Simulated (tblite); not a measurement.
# C6H12O2Si: the cost of one run

Programs: tblite 0.8.0 and PySCF 2.14.0, with density-fitted response routines of our own. Each step states its level of theory. These are calculated values for one molecule in the gas phase, unless marked as measured. Atoms are numbered from 0 throughout.

### 1 The starting structure

21 atoms, charge 0, multiplicity 1; geometry from: force field or distance geometry start.

Bonds of the start (Å): C0–C1 1.35, C1–C2 1.48, C1–O3 1.40, O3–C4 1.42, C4–Si5 1.88, Si5–C6 1.86, C6–O7 1.41, O7–C8 1.41, C6–C4 1.48, C0–H9 1.09, C0–H10 1.09, C2–H11 1.12, C2–H12 1.14, C2–H13 1.11, C4–H14 1.11, Si5–H15 1.48, Si5–H16 1.45, C6–H17 1.11, C8–H18 1.12, C8–H19 1.11, C8–H20 1.11.

### 2 Relaxing the molecule with GFN2-xTB

What the job is given:

```
{"job": {"kind": "relax", "xc": "GFN2-xTB", "basis": "xTB"}, "charge": 0, "multiplicity": 1}
C     -2.596500    -0.140400     1.169500
C     -2.048000     0.033500    -0.048800
C     -2.424400    -0.815600    -1.197500
O     -1.085500     1.041000    -0.121300
C      0.118400     0.763900     0.577800
Si     1.357000     2.169400     0.420100
C      1.369200     0.394000    -0.131500
O      2.223900    -0.443400     0.619000
C      2.864000    -1.269400    -0.330800
H     -3.368400    -0.895900     1.338800
H     -2.284000     0.508500     1.994300
H     -2.739500    -1.828900    -0.826000
H     -3.354400    -0.328400    -1.636700
H     -1.608700    -0.883100    -1.947700
H     -0.060400     0.327400     1.582000
H      1.858200     2.553900     1.759700
H      1.243200     3.144400    -0.646400
H      1.414500     0.199200    -1.226400
H      2.121700    -1.874100    -0.915800
H      3.519000    -1.996200     0.199000
H      3.471800    -0.642900    -1.013100
```

Launch:

```console
> OMP_NUM_THREADS=1 python probes_run.py task.json out
```

One launch serves the whole session: the jobs run in the order shown.

**Question.** How long does this first job take on 1 thread of Intel Xeon at 2.50GHz, shared host, and how much memory does it need?

About 6.2 s, with a peak of 0.18 GiB.
